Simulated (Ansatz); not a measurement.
I need a single point in a Gaussian basis of C4H11As, SMILES C[AsH]C(C)C. Use Ansatz 0.2.0, Python API. Use: B97M-V, cc-pVDZ basis, multiplicity 1.

```xyz
16

C     2.3607    0.2663    0.0426
As    0.9993   -0.9516   -0.7045
C    -0.5270   -0.0522    0.1876
C    -0.9132    1.2103   -0.5828
C    -1.7082   -1.0180    0.2680
H     2.2047    0.3962    1.1333
H     2.3003    1.2517   -0.4624
H     3.3675   -0.1664   -0.1287
H     1.1862   -1.9725    0.4657
H    -0.2323    0.2299    1.2213
H    -1.1901    0.9581   -1.6287
H    -0.0630    1.9228   -0.5993
H    -1.7742    1.7115   -0.0913
H    -2.5658   -0.5345    0.7826
H    -2.0257   -1.3309   -0.7497
H    -1.4191   -1.9207    0.8464
```

The script, `run_energy.py`:
```python
"""Electronic structure of the C4H11As molecule."""

from pathlib import Path
import warnings

import ansatz

GEOMETRY = """
C     2.36070    0.26630    0.04260
As    0.99930   -0.95160   -0.70450
C    -0.52700   -0.05220    0.18760
C    -0.91320    1.21030   -0.58280
C    -1.70820   -1.01800    0.26800
H     2.20470    0.39620    1.13330
H     2.30030    1.25170   -0.46240
H     3.36750   -0.16640   -0.12870
H     1.18620   -1.97250    0.46570
H    -0.23230    0.22990    1.22130
H    -1.19010    0.95810   -1.62870
H    -0.06300    1.92280   -0.59930
H    -1.77420    1.71150   -0.09130
H    -2.56580   -0.53450    0.78260
H    -2.02570   -1.33090   -0.74970
H    -1.41910   -1.92070    0.84640
"""


def main() -> None:
    warnings.simplefilter("ignore", ansatz.DeckWarning)

    geometry = ansatz.Crystal.molecule()
    for line in GEOMETRY.strip().splitlines():
        symbol, *xyz = line.split()
        geometry = geometry.atom(symbol, [float(v) for v in xyz])

    job = (
        geometry.calculation()
        .basis(gaussian="cc-pVDZ")
        .functional(ansatz.LibraryFunctional("B97M-V"))
        .orbitals()
    )
    out = job.run(runs_dir="c4h11as_runs")
    summary = out.report

    print("reference energy %16.6f eV" % summary["reference_energy_ev"])
    print("total energy     %16.6f eV" % summary["free_energy_ev"])
    print("occupied orbitals outside the frozen core (up, down):", summary["n_occupied"], " frozen:", summary["n_frozen"], " virtual:", summary["n_virtual"])

    field = summary["mean_field"]
    print("<S^2> =", round(abs(field["state"]["spin_squared"]), 4), " all-electron relativity setting:", field["relativity"])
    print("passes:", field["passes"])
    if "symmetry" in field:
        print("occupied orbitals by irrep:", field["symmetry"]["occupied"])

    lines = Path(summary["orbitals_path"]).read_text().splitlines()
    field_of = lambda key: [line.split("=")[1].strip() for line in lines if line.startswith(key)]
    orbitals = [(27.211386 * float(e), s, float(n)) for e, s, n in zip(field_of("Ene="), field_of("Spin="), field_of("Occup="))]
    homo = max(e for e, _, n in orbitals if n > 0.5)
    lumo = min(e for e, _, n in orbitals if n < 0.5)
    print(f"HOMO {homo:.3f} eV, LUMO {lumo:.3f} eV, gap {lumo - homo:.3f} eV")


if __name__ == "__main__":
    main()
```

Output of `python run_energy.py`:
```text
reference energy    -65157.097297 eV
total energy        -65157.097297 eV
occupied orbitals outside the frozen core (up, down): [34, 34]  frozen: 0  virtual: [104, 104]
<S^2> = 0.0  all-electron relativity setting: none
passes: {'evaluations': 17, 'products': 14}
occupied orbitals by irrep: [{'A': 34}, {'A': 34}]
HOMO -6.030 eV, LUMO 0.021 eV, gap 6.050 eV
```

Reading the output:
- Total energies depend on the basis set; only differences at equal settings carry meaning.
- The geometry is a force-field or estimated start, not a minimum of this method, and the basis set is short of its limit.
- Levels such as HOMO and LUMO are orbital energies: with these approximate functionals they aren't the ionisation energy and electron affinity, and their gap isn't the fundamental gap.
- The whole script took 34 s on 1 thread of Arm Neoverse V1 (shared host), peak memory 0.34 GiB.
